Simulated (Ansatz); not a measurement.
**FH3HfO3: basis-set convergence**

An exercise on one series of results from a longer session: the logs are not shown, and one member is left open.

The runs use Ansatz 0.2.0, Gaussian basis; one geometry, several basis sets.

Plan: PBE0-D4/def2-SVP; ωB97M-V/def2-SVP; PBE0-D4/def2-QZVPP; ωB97M-V/def2-QZVPP; the functionals' def2-TZVPP values are taken from earlier runs.

## The relaxed structure

The geometry comes from an earlier relaxation with PBE0-D4 in a triple-zeta def2 set; it is a stationary point, not always the lowest conformer. Hf takes the def2 core potential; no spin-orbit term is included.

SMILES `[OH][Hf]([OH])([OH])[F]`, 8 atoms, charge 0, spin multiplicity 1.

Atoms are counted from 1 here; the program's logs count them from 0.

Bond lengths: O1–Hf2 1.923 Å, O1–H6 0.951 Å, Hf2–O3 1.923 Å, Hf2–O4 1.923 Å, Hf2–F5 1.923 Å, O3–H7 0.951 Å, O4–H8 0.951 Å. Angles: Hf2–O1–H6 161.5°, O1–Hf2–O3 110.5°, O1–Hf2–O4 110.5°, O1–Hf2–F5 108.4°, O3–Hf2–O4 110.5°, O3–Hf2–F5 108.4°, O4–Hf2–F5 108.4°, Hf2–O3–H7 161.5°, Hf2–O4–H8 161.5°.

Set-up of the first run:

in.yaml

```yaml
crystal:
  periodic: [false, false, false]
  atoms:
    - {symbol: O, position_ang: [-1.097425, 1.332870, 0.637697]}
    - {symbol: Hf, position_ang: [0.077494, 0.153352, -0.325132]}
    - {symbol: O, position_ang: [1.724267, -0.092027, 0.637525]}
    - {symbol: O, position_ang: [-0.777735, -1.539881, -0.641920]}
    - {symbol: F, position_ang: [0.482590, 0.955739, -2.025412]}
    - {symbol: H, position_ang: [-1.435557, 1.926445, 1.299056]}
    - {symbol: H, position_ang: [2.457479, -0.506113, 1.079107]}
    - {symbol: H, position_ang: [-1.431114, -2.230385, -0.660922]}
basis:
  gaussian: {orbitals: def2-SVP}
hamiltonian: {xc: pbe0, dispersion: d4}
output: {orbitals: {seedname: orbitals}}
```

Launch:

```sh
> ansatz run in.yaml --threads 4 --pin off --events-out ev --progress --plain --max-ram 10444MiB
```

Steps of the session up to this table: PBE0-D4 in def2-SVP; ωB97M-V in def2-SVP; PBE0-D4 in def2-QZVPP; ωB97M-V in def2-QZVPP.

One table of the session follows, with a row left open; its other results are not shown here.

It belongs to the step «Density functionals: the series». 

| functional | basis | HOMO (eV) |
| --- | --- | --- |
| PBE0-D4 | def2-SVP | -8.79 |
| PBE0-D4 | def2-TZVPP | ? |
| PBE0-D4 | def2-QZVPP | -9.06 |
| ωB97M-V | def2-SVP | -11.22 |
| ωB97M-V | def2-TZVPP | -11.44 |
| ωB97M-V | def2-QZVPP | -11.51 |

Q: Estimate the row for PBE0-D4, def2-TZVPP from the others.

The run gave: HOMO (eV): -8.99. In the column «HOMO (eV)» it lies between PBE0-D4, def2-QZVPP (-9.06) and PBE0-D4, def2-SVP (-8.79).
